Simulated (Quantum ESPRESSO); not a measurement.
# InTe2 (F-43m) in Quantum ESPRESSO: phonons with PBE

Aim: the phonons of InTe2 with PBE.

Program: Quantum ESPRESSO 7.5. These are calculated values, not measurements. Logs are shortened: lines on timing, memory, paths and dates and some standing lists are left out, and cuts for length are marked.

### 1 Starting point

The structure is cubic, space group F-43m (No. 216). The conventional cell has a = 7.260 Å, b = 7.260 Å, c = 7.260 Å, α = 90.00°, β = 90.00°, γ = 90.00°. In (site symmetry -43m) is surrounded by 4 Te at 3.14 Å. Te (site symmetry -43m) has 4 In at 3.14 Å and 4 Te at 3.14 Å as nearest neighbours. Te (site symmetry -43m) is surrounded by 4 Te at 3.14 Å.

The cell was built by a generator and needn't be a form met in nature.

### 2 Phonons, PBE

Input file pw.in:

```
&CONTROL
  calculation = 'scf'
  prefix = 'pwscf'
  outdir = './tmp'
  pseudo_dir = './pseudo'
  tprnfor = .true.
  tstress = .true.
  disk_io = 'low'
/
&SYSTEM
  ibrav = 0
  A = 5.13372803
  nat = 3
  ntyp = 2
  ecutwfc = 55
  ecutrho = 440
  nbnd = 19
  occupations = 'smearing'
  smearing = 'fd'
  degauss = 0.00367493
/
&ELECTRONS
  conv_thr = 6d-10
  electron_maxstep = 120
  mixing_beta = 0.5
/
ATOMIC_SPECIES
In   114.8180 In.pbe-dn-rrkjus_psl.0.2.2.UPF
Te   127.6000 Te_pbe_v1.uspp.F.UPF
CELL_PARAMETERS alat
   0.0000000000    0.7071067806    0.7071067806
   0.7071067806    0.0000000000    0.7071067806
   0.7071067806    0.7071067806    0.0000000000
ATOMIC_POSITIONS alat
In     1.0606601710    1.0606601710    1.0606601710
Te     0.0000000000    0.0000000000    0.0000000000
Te     0.3535533903    0.3535533903    0.3535533903
K_POINTS automatic
2 2 2 1 1 1
```

Input file relax.in:

```
&CONTROL
  calculation = 'vc-relax'
  prefix = 'pwscf'
  outdir = './tmp'
  pseudo_dir = './pseudo'
  tprnfor = .true.
  tstress = .true.
  disk_io = 'low'
  nstep = 40
  forc_conv_thr = 0.0001
  etot_conv_thr = 1d-06
/
&SYSTEM
  ibrav = 0
  A = 5.13372803
  nat = 3
  ntyp = 2
  ecutwfc = 55
  ecutrho = 440
  nbnd = 19
  occupations = 'smearing'
  smearing = 'fd'
  degauss = 0.00367493
/
&ELECTRONS
  conv_thr = 6d-10
  electron_maxstep = 120
  mixing_beta = 0.5
/
&IONS
  ion_dynamics = 'bfgs'
/
&CELL
  cell_dynamics = 'bfgs'
  press = 0
  press_conv_thr = 0.2
/
ATOMIC_SPECIES
In   114.8180 In.pbe-dn-rrkjus_psl.0.2.2.UPF
Te   127.6000 Te_pbe_v1.uspp.F.UPF
CELL_PARAMETERS alat
   0.0000000000    0.7071067806    0.7071067806
   0.7071067806    0.0000000000    0.7071067806
   0.7071067806    0.7071067806    0.0000000000
ATOMIC_POSITIONS alat
In     1.0606601710    1.0606601710    1.0606601710
Te     0.0000000000    0.0000000000    0.0000000000
Te     0.3535533903    0.3535533903    0.3535533903
K_POINTS automatic
2 2 2 1 1 1
```

Input file scf2.in:

```
&CONTROL
  calculation = 'scf'
  prefix = 'pwscf'
  outdir = './tmp'
  pseudo_dir = './pseudo'
  tprnfor = .true.
  tstress = .true.
  disk_io = 'low'
/
&SYSTEM
  ibrav = 0
  A = 5.32822876
  nat = 3
  ntyp = 2
  ecutwfc = 55
  ecutrho = 440
  nbnd = 19
  occupations = 'smearing'
  smearing = 'fd'
  degauss = 0.00367493
/
&ELECTRONS
  conv_thr = 1d-13
  electron_maxstep = 120
  mixing_beta = 0.5
  startingpot = 'file'
  startingwfc = 'file'
/
ATOMIC_SPECIES
In   114.8180 In.pbe-dn-rrkjus_psl.0.2.2.UPF
Te   127.6000 Te_pbe_v1.uspp.F.UPF
CELL_PARAMETERS alat
   0.0000000000    0.7071067817    0.7071067817
   0.7071067817    0.0000000000    0.7071067817
   0.7071067817    0.7071067817    0.0000000000
ATOMIC_POSITIONS alat
In     1.0606601727    1.0606601727    1.0606601727
Te     0.0000000001    0.0000000001    0.0000000001
Te     0.3535533910    0.3535533910    0.3535533910
K_POINTS automatic
2 2 2 1 1 1
```

Input file ph.in:

```
phonons of InTe2
&INPUTPH
  prefix = 'pwscf'
  outdir = './tmp'
  tr2_ph = 1d-18
  fildyn = 'dyn'
  niter_ph = 90
  alpha_mix(1) = 0.4
/
0.3535533906 0.7071067812 -0.0000000000
```

Input file relax_v0.99.in:

```
&CONTROL
  calculation = 'relax'
  prefix = 'pwscf'
  outdir = './tmp'
  pseudo_dir = './pseudo'
  tprnfor = .true.
  tstress = .true.
  disk_io = 'low'
  nstep = 30
  forc_conv_thr = 0.0001
  etot_conv_thr = 1d-06
/
&SYSTEM
  ibrav = 0
  A = 5.31040847
  nat = 3
  ntyp = 2
  ecutwfc = 55
  ecutrho = 440
  nbnd = 19
  occupations = 'smearing'
  smearing = 'fd'
  degauss = 0.00367493
/
&ELECTRONS
  conv_thr = 1d-13
  electron_maxstep = 120
  mixing_beta = 0.5
/
&IONS
  ion_dynamics = 'bfgs'
/
ATOMIC_SPECIES
In   114.8180 In.pbe-dn-rrkjus_psl.0.2.2.UPF
Te   127.6000 Te_pbe_v1.uspp.F.UPF
CELL_PARAMETERS alat
   0.0000000000    0.7071067809    0.7071067809
   0.7071067809    0.0000000000    0.7071067809
   0.7071067809    0.7071067809    0.0000000000
ATOMIC_POSITIONS alat
In     1.0606601714    1.0606601714    1.0606601714
Te     0.0000000001    0.0000000001    0.0000000001
Te     0.3535533906    0.3535533906    0.3535533906
K_POINTS automatic
2 2 2 1 1 1
```

Input file ph_v0.99.in:

```
phonons at 0.99 of the volume
&INPUTPH
  prefix = 'pwscf'
  outdir = './tmp'
  tr2_ph = 1d-18
  fildyn = 'dyn_v0.99'
  niter_ph = 90
  alpha_mix(1) = 0.4
/
0.3535533906 0.7071067812 0.0000000000
```

Input file relax_v1.01.in:

```
&CONTROL
  calculation = 'relax'
  prefix = 'pwscf'
  outdir = './tmp'
  pseudo_dir = './pseudo'
  tprnfor = .true.
  tstress = .true.
  disk_io = 'low'
  nstep = 30
  forc_conv_thr = 0.0001
  etot_conv_thr = 1d-06
/
&SYSTEM
  ibrav = 0
  A = 5.34593065
  nat = 3
  ntyp = 2
  ecutwfc = 55
  ecutrho = 440
  nbnd = 19
  occupations = 'smearing'
  smearing = 'fd'
  degauss = 0.00367493
/
&ELECTRONS
  conv_thr = 1d-13
  electron_maxstep = 120
  mixing_beta = 0.5
/
&IONS
  ion_dynamics = 'bfgs'
/
ATOMIC_SPECIES
In   114.8180 In.pbe-dn-rrkjus_psl.0.2.2.UPF
Te   127.6000 Te_pbe_v1.uspp.F.UPF
CELL_PARAMETERS alat
   0.0000000000    0.7071067812    0.7071067812
   0.7071067812    0.0000000000    0.7071067812
   0.7071067812    0.7071067812    0.0000000000
ATOMIC_POSITIONS alat
In     1.0606601720    1.0606601720    1.0606601720
Te     0.0000000001    0.0000000001    0.0000000001
Te     0.3535533908    0.3535533908    0.3535533908
K_POINTS automatic
2 2 2 1 1 1
```

Input file ph_v1.01.in:

```
phonons at 1.01 of the volume
&INPUTPH
  prefix = 'pwscf'
  outdir = './tmp'
  tr2_ph = 1d-18
  fildyn = 'dyn_v1.01'
  niter_ph = 90
  alpha_mix(1) = 0.4
/
0.3535533906 0.7071067812 0.0000000000
```

Potentials or basis: SSSP 1.3 efficiency PBE.

Launch:

```bash
> OMP_NUM_THREADS=1 pw.x -in pw.in > pw.out
> OMP_NUM_THREADS=1 pw.x -in relax.in > relax.out
> OMP_NUM_THREADS=1 pw.x -in scf2.in > scf2.out
> OMP_NUM_THREADS=1 ph.x -in ph.in > ph.out
> OMP_NUM_THREADS=1 pw.x -in relax_v0.99.in > relax_v0.99.out
> OMP_NUM_THREADS=1 ph.x -in ph_v0.99.in > ph_v0.99.out
> OMP_NUM_THREADS=1 pw.x -in relax_v1.01.in > relax_v1.01.out
> OMP_NUM_THREADS=1 ph.x -in ph_v1.01.in > ph_v1.01.out
```

pw.out:

```text
This program is part of the open-source Quantum ESPRESSO suite
     for quantum simulation of materials; please cite
         "P. Giannozzi et al., J. Phys.:Condens. Matter 21 395502 (2009);
         "P. Giannozzi et al., J. Phys.:Condens. Matter 29 465901 (2017);
         "P. Giannozzi et al., J. Chem. Phys. 152 154105 (2020);
     in publications or presentations arising from this work. More details at

     file In.pbe-dn-rrkjus_psl.0.2.2.UPF: wavefunction(s)  5S renormalized
     Message from routine setup:
     using ibrav=0 with symmetry is DISCOURAGED, use correct ibrav instead

     G-vector sticks info
     --------------------
     sticks:   dense  smooth     PW     G-vecs:    dense   smooth      PW
     Sum        2857    1417    385               100493    35629    5065

     Using Slab Decomposition

     bravais-lattice index     =            0
     lattice parameter (alat)  =       9.7013  a.u.
     unit-cell volume          =     645.6248 (a.u.)^3
     number of atoms/cell      =            3
     number of atomic types    =            2
     number of electrons       =        25.00
     number of Kohn-Sham states=           19
     kinetic-energy cutoff     =      55.0000  Ry
     charge density cutoff     =     440.0000  Ry
     scf convergence threshold =      6.0E-10
     mixing beta               =       0.5000
     number of iterations used =            8  plain     mixing
     Exchange-correlation= SLA  PW   PBE  PBE
                           (   1   4   3   4   0   0   0)

     celldm(1)=   9.701340  celldm(2)=   0.000000  celldm(3)=   0.000000
     celldm(4)=   0.000000  celldm(5)=   0.000000  celldm(6)=   0.000000

     crystal axes: (cart. coord. in units of alat)
               a(1) = (   0.000000   0.707107   0.707107 )
               a(2) = (   0.707107   0.000000   0.707107 )
               a(3) = (   0.707107   0.707107   0.000000 )

     reciprocal axes: (cart. coord. in units 2 pi/alat)
               b(1) = ( -0.707107  0.707107  0.707107 )
               b(2) = (  0.707107 -0.707107  0.707107 )
               b(3) = (  0.707107  0.707107 -0.707107 )

     PseudoPot. # 1 for In read from file:
     In.pbe-dn-rrkjus_psl.0.2.2.UPF
     Pseudo is Ultrasoft + core correction, Zval = 13.0
     Generated using "atomic" code by A. Dal Corso  v.5.0.99 svn rev. 10869
     Using radial grid of 1241 points,  6 beta functions with:
                l(1) =   0
                l(2) =   0
                l(3) =   1
                l(4) =   1
                l(5) =   2
                l(6) =   2
     Q(r) pseudized with 0 coefficients

     PseudoPot. # 2 for Te read from file:
     Te_pbe_v1.uspp.F.UPF
     Pseudo is Ultrasoft + core correction, Zval =  6.0
     Generated by new atomic code, or converted to UPF format
     Using radial grid of  891 points,  5 beta functions with:
                l(1) =   0
                l(2) =   0
                l(3) =   1
                l(4) =   1
                l(5) =   2
     Q(r) pseudized with  6 coefficients,  rinner =    1.800   1.800   1.800
                                                       1.800   1.800

     atomic species   valence    mass     pseudopotential
     In               13.00   114.81800     In( 1.00)
     Te                6.00   127.60000     Te( 1.00)

     24 Sym. Ops. (no inversion) found

   Cartesian axes

     site n.     atom                  positions (alat units)
         1        In     tau(   1) = (   1.0606602   1.0606602   1.0606602  )
         2        Te     tau(   2) = (   0.0000000   0.0000000   0.0000000  )
         3        Te     tau(   3) = (   0.3535534   0.3535534   0.3535534  )

     number of k points=     2  Fermi-Dirac smearing, width (Ry)=  0.0037
                       cart. coord. in units 2pi/alat
        k(    1) = (   0.1767767   0.1767767   0.1767767), wk =   0.5000000
        k(    2) = (  -0.1767767  -0.1767767   0.5303301), wk =   1.5000000

     Dense  grid:   100493 G-vectors     FFT dimensions: (  72,  72,  72)

     Smooth grid:    35629 G-vectors     FFT dimensions: (  45,  45,  45)

     Initial potential from superposition of free atoms

     starting charge      24.9958, renormalised to      25.0000
     Starting wfcs are   17 randomized atomic wfcs +    2 random wfcs

     Self-consistent Calculation

     iteration #  1     ecut=    55.00 Ry     beta= 0.50
     Davidson diagonalization with overlap
     ethr =  1.00E-02,  avg # of iterations =  5.0

     Threshold (ethr) on eigenvalues was too large:
     Diagonalizing with lowered threshold

     Davidson diagonalization with overlap
     ethr =  4.21E-05,  avg # of iterations =  6.0

     total energy              =    -197.78883775 Ry
     estimated scf accuracy    <       0.01095567 Ry

     iteration #  2     ecut=    55.00 Ry     beta= 0.50
     Davidson diagonalization with overlap
     ethr =  4.38E-05,  avg # of iterations =  2.0

     total energy              =    -197.79101318 Ry
     estimated scf accuracy    <       0.00225894 Ry

     iteration #  3     ecut=    55.00 Ry     beta= 0.50
     Davidson diagonalization with overlap
     ethr =  9.04E-06,  avg # of iterations =  5.5

     total energy              =    -197.79145068 Ry
     estimated scf accuracy    <       0.00042399 Ry

     iteration #  4     ecut=    55.00 Ry     beta= 0.50
     Davidson diagonalization with overlap
     ethr =  1.70E-06,  avg # of iterations =  3.0

     total energy              =    -197.79151677 Ry
     estimated scf accuracy    <       0.00001827 Ry

     iteration #  5     ecut=    55.00 Ry     beta= 0.50
     Davidson diagonalization with overlap
     ethr =  7.31E-08,  avg # of iterations =  5.0

     total energy              =    -197.79153143 Ry
     estimated scf accuracy    <       0.00000248 Ry

     iteration #  6     ecut=    55.00 Ry     beta= 0.50
     Davidson diagonalization with overlap
     ethr =  9.91E-09,  avg # of iterations =  3.0

     total energy              =    -197.79153246 Ry
     estimated scf accuracy    <       0.00000057 Ry

     iteration #  7     ecut=    55.00 Ry     beta= 0.50
     Davidson diagonalization with overlap
     ethr =  2.27E-09,  avg # of iterations =  3.5

     total energy              =    -197.79153272 Ry
     estimated scf accuracy    <       0.00000007 Ry

     iteration #  8     ecut=    55.00 Ry     beta= 0.50
     Davidson diagonalization with overlap
     ethr =  2.70E-10,  avg # of iterations =  3.0

     total energy              =    -197.79153275 Ry
     estimated scf accuracy    <          2.7E-09 Ry

     iteration #  9     ecut=    55.00 Ry     beta= 0.50
     Davidson diagonalization with overlap
     ethr =  1.07E-11,  avg # of iterations =  4.0

     End of self-consistent calculation

          k = 0.1768 0.1768 0.1768 (  4462 PWs)   bands (ev):

    -7.4602  -7.4346  -7.4346  -7.4134  -7.4134  -5.9097  -2.6382   2.0520
     3.3010   3.3010   4.8425   5.7865   5.7865   7.3740   9.6664   9.6664
    10.1872  13.8891  13.8891

          k =-0.1768-0.1768 0.5303 (  4439 PWs)   bands (ev):

    -7.4840  -7.4323  -7.4275  -7.4241  -7.4112  -5.1063  -3.6784   0.8939
     2.4731   3.3628   5.1246   6.4650   7.1523   8.4309   9.8365  10.6284
    11.0365  13.6353  13.7520

     the Fermi energy is     7.1173 ev

!    total energy              =    -197.79153276 Ry
     estimated scf accuracy    <          9.7E-11 Ry
     smearing contrib. (-TS)   =      -0.00356744 Ry
     internal energy E=F+TS    =    -197.78796532 Ry

     The total energy is F=E-TS. E is the sum of the following terms:
     one-electron contribution =     -62.76263573 Ry
     hartree contribution      =      47.71873375 Ry
     xc contribution           =     -76.48923128 Ry
     ewald contribution        =    -106.25483205 Ry

     convergence has been achieved in   9 iterations

     Forces acting on atoms (cartesian axes, Ry/au):

     atom    1 type  1   force =     0.00000000    0.00000000    0.00000000
     atom    2 type  2   force =     0.00000000    0.00000000   -0.00000000
     atom    3 type  2   force =    -0.00000000    0.00000000   -0.00000000

     Total force =     0.000000     Total SCF correction =     0.000000

     Computing stress (Cartesian axis) and pressure

          total   stress  (Ry/bohr**3)                   (kbar)     P=       41.30
   0.00028073  -0.00000000   0.00000000           41.30       -0.00        0.00
  -0.00000000   0.00028073  -0.00000000           -0.00       41.30       -0.00
   0.00000000  -0.00000000   0.00028073            0.00       -0.00       41.30

=------------------------------------------------------------------------------=
   JOB DONE.
=------------------------------------------------------------------------------=
```

Run time: 73 min. Hardware: 1 thread of AMD EPYC (Zen 3), shared host; peak memory 0.45 GiB.

What came out:

- Free energy: -2691.2214 eV
- Relaxed volume: 35.65 Å³/atom
- Relaxed cell: a = 5.328 Å, b = 5.328 Å, c = 5.328 Å, α = 60.00°, β = 60.00°, γ = 60.00°
- Space group after relaxing (to 0.05 Å): F-43m (No. 216)
- Pressure after relaxing: 0.0 GPa
- Band gap on the k mesh: none (metal or under the smearing width)
- Highest phonon frequency at the q point run: 68 cm⁻¹
- Most unstable mode: 127i cm⁻¹

The path:
```tsv
step	energy change (eV)	largest force (eV/Å)	pressure (GPa)	volume (Å³)
1	0.0000	0.0000	4.13	95.67
2	-0.0461	0.0000	3.18	97.70
3	-0.0843	0.0000	2.24	99.96
4	-0.1191	0.0000	1.02	103.43
5	-0.1298	0.0000	0.12	106.51
6	-0.1300	0.0000	0.01	106.93
7	-0.1300	0.0000	0.00	106.96
```

Final structure:
```
In Te
1.0
     0.00000    3.76763    3.76763
     3.76763    0.00000    3.76763
     3.76763    3.76763    0.00000
In Te
1 2
Cartesian
  5.6514 5.6514 5.6514
  0.0000 0.0000 0.0000
  1.8838 1.8838 1.8838
```

Phonon frequencies in cm⁻¹ (negative: imaginary):
```csv
q point,frequencies
"(0.500, 0.250, 0.750)",-127 -122 -72 -56 -44 -41 46 56 68
```

Phonon modes at q = (0.500, 0.250, 0.750) in reciprocal lattice units:
```csv
mode,symmetry,cm⁻¹
1,E*,-127
2,B,-122
3,A,-72
4,B,-56
5,E*,-44
6,E,-41
7,B,46
8,E,56
9,A,68
```

Caveat: the k mesh is coarse (spacing up to 0.75 Å⁻¹), so the values aren't converged; the mesh is thin for the phonons of a metal; some modes are imaginary; the q point doesn't lie on the k mesh, which can shift a metal's frequencies strongly unless the mesh is converged.
